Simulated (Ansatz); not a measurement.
# AlB2H5O: the cost of one run

Computed with the Python package of Ansatz 0.2.0. Level of theory: PBE0/6-31G*.

## 1. Starting point

Bond lengths: B1–B2 1.599 Å, B2–O3 1.441 Å, O3–Al4 1.804 Å, B1–H5 1.242 Å, B1–H6 1.185 Å, B2–H7 1.196 Å, Al4–H8 1.574 Å, Al4–H9 1.669 Å. Angles: B1–B2–O3 118.9°, B1–B2–H7 121.2°, O3–B2–H7 119.6°, B2–B1–H5 120.2°, B2–B1–H6 124.7°, H5–B1–H6 115.1°, B2–O3–Al4 108.2°, O3–Al4–H8 123.3°, O3–Al4–H9 115.7°, H8–Al4–H9 121.0°.

The script reads alb2h5o.xyz:

```xyz
9

B    -0.92140    1.49950    0.09640
B     0.47590    0.78010   -0.19740
O     0.99570   -0.15110    0.77100
Al    0.63050   -1.82230    0.19670
H    -1.37680    2.33180   -0.70520
H    -1.59570    1.30030    1.05070
H     1.14740    1.09070   -1.13760
H     1.55840   -2.61560   -0.79720
H    -0.82550   -2.45970    0.70560
```

## 2. Script

File alb2h5o.py:

```python
"""Vibrations of AlB2H5O."""

import itertools

import ansatz as az
from ase import Atoms
from ase.data import atomic_numbers, covalent_radii
from ase.thermochemistry import IdealGasThermo
import numpy as np

alb2h5o = az.Crystal.molecule_from_extxyz("alb2h5o.xyz")

setup = alb2h5o.calculation().basis(gaussian="6-31G*").functional("PBE0")
symbols = [site.symbol for site in alb2h5o.cartesian_sites]
start = np.array([site.position_ang for site in alb2h5o.cartesian_sites], dtype=float)
def progress(event):
    if event["event"] == "relax_step":
        row = event["data"]
        print(f"step {row['step']:3d}  E = {row['lagrangian_ev']:.6f} eV  largest force component {row['allowed_force_max_ev_ang']:.4f} eV/A")


r = setup.relax(force_tolerance=0.003, max_steps=100).session().plan().execute(on_event=progress).report
end = np.array(r["positions_ang"])

# pairs closer than 1.2 times the sum of covalent radii, before or after
radius = [covalent_radii[atomic_numbers[s]] for s in symbols]
span = lambda where, i, j: np.linalg.norm(where[i] - where[j])
bonded = [(i, j) for i, j in itertools.combinations(range(len(symbols)), 2) if min(span(start, i, j), span(end, i, j)) < 1.2 * (radius[i] + radius[j])]
print("pair        before    after (A)")
for i, j in bonded:
    print(f"{symbols[i]}{i}-{symbols[j]}{j}".ljust(10), f"{span(start, i, j):8.4f} {span(end, i, j):8.4f}")

# frequencies need a stationary point, so they are taken at the relaxed geometry
minimum = az.Crystal.molecule()
for symbol, place in zip(symbols, end):
    minimum = minimum.atom(symbol, place.tolist())
vibrating = (
    minimum.calculation()
    .basis(gaussian="6-31G*")
    .functional("PBE0")
    .phonons(temperatures=(200, 600, 100))
)
vib = vibrating.run(threads=1, pin="off").report["vibrations"]
sums = vib["harmonic_sums"]
modes = [m["omega_inv_cm"] for m in sums["modes_at_gamma"] if m["rigid_motion"] == "no"]
for number, w in enumerate(modes, start=1):
    print(f"mode {number:2d} {w:9.1f} 1/cm {w / 8065.544 * 1000:8.2f} meV")
print("imaginary modes:", sum(w < 0 for w in modes), " zero-point energy:", round(sums["zero_point_energy_ev"], 4), "eV")
# rigid rotor and ideal gas, symmetry number taken as one
gas = IdealGasThermo(vib_energies=[w / 8065.544 for w in modes if w > 0], geometry="linear" if len(modes) == 3 * len(symbols) - 5 else "nonlinear",
                     atoms=Atoms(symbols, positions=end), symmetrynumber=1, spin=0.0)
print(f"H(298 K) - E = {gas.get_enthalpy(298.15, verbose=False):.4f} eV")
print(f"S(298 K, 1 bar) = {96485.33 * gas.get_entropy(298.15, 1e5, verbose=False):.1f} J/(mol K) with symmetry number 1")
```

## 3. The run

On the command line:

```bash
python alb2h5o.py
```

What time and memory should one allow on 1 thread of Intel Xeon 6975P-C (Granite Rapids), shared host?

About 1.9 min, with a peak of 0.28 GiB.
